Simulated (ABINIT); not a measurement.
The system is CoO.

```
CELL_PARAMETERS angstrom
0.00000 2.10269 2.10269
2.10269 0.00000 2.10269
2.10269 2.10269 0.00000
ATOMIC_POSITIONS crystal
Co 0.00000 0.00000 0.00000
O 0.50000 0.50000 0.50000
```

The cell isn't the ideal one: cell squeezed.

Base run:

- Program: ABINIT 10.8.3 (patched build)
- Functional: PBE
- Potentials or basis: SG15 NC PBE v1.2
- Cutoff: 1088 eV
- k mesh: 8 × 8 × 8
- Occupations: fermi-dirac, width 0.05 eV
- Spin: collinear spin, ferromagnetic start
- Starting moments: [2.0, 0.0] μB

Its results: pressure 5.7 GPa; net moment 2.91 μB per cell; site moments Co +2.53; O +0.34 μB.

Q: The run is repeated on the same cell with these changes: k mesh from 8 × 8 × 8 to 8 × 8 × 8, with 4 shifts. What comes out?

A: Pressure 6.2 GPa; net moment 2.94 μB per cell; site moments Co +2.56; O +0.35 μB.

Caveats: a cell with one magnetic atom can't hold antiferromagnetic order, which such compounds often take.
